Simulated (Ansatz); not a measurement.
CrBr2:

```
Br Cr
1.0
     3.74467   -1.83106    0.00000
     3.74467    1.83106    0.00000
    -0.72685    0.00000    6.46595
Br Cr
2 1
Direct
  0.35423 0.35423 0.76677
  0.64577 0.64577 0.23323
  0.00000 0.00000 0.00000
```

The cell is a database's computed one.

- Program: Ansatz 0.2.0
- Task: relaxation of cell and atoms
- Functional: revPBE
- Dispersion: D4
- Potentials or basis: Ansatz PAW
- Cutoff: 420 eV (not typed: the program's choice for these potentials)
- k mesh: 8 × 8 × 4
- Occupations: fermi-dirac, width 0.05 eV
- Spin: collinear spin, ferromagnetic start
- Starting moments: [0.0, 0.0, 3.0] μB

At the start: volume 29.56 Å³/atom.

Question: Where does the relaxation end?

Answer: It ends after 10 steps and the volume is 25.70 Å³/atom (-13.1 %); space group C2/m (No. 12, to 0.05 Å); moment 4.00 μB per cell.

The path:
```tsv
step	energy change (eV)	largest force (eV/Å)	volume (Å³)
1	0.0000	0.4200	88.67
2	-0.0047	0.2467	88.80
3	-0.0254	0.2261	87.05
4	-0.0312	0.1061	81.55
5	-0.0498	0.1198	75.94
6	-0.0529	0.0055	77.20
7	-0.0535	0.0022	77.32
8	-0.0536	0.0004	77.18
9	-0.0537	0.0001	77.10
10	-0.0521	0.0005	77.10
```

Final structure:
```yaml
crystal:
  lattice:
    - [3.47935, -1.81289, 0.05681]
    - [3.47935, 1.81289, 0.05681]
    - [-0.57726, 0.00000, 6.10198]
  atoms:
    - { symbol: Br, position: [0.35160, 0.35160, 0.75152] }
    - { symbol: Br, position: [0.64840, 0.64840, 0.24848] }
    - { symbol: Cr, position: [0.00000, 0.00000, 0.00000] }
```

Caveat: the plane-wave basis is chosen anew once the cell has moved, so the energies of steps on either side of that aren't comparable; the PAW data sets come from PBE, with cores solved anew for the run's functional, which leaves a small shift of forces and pressure.
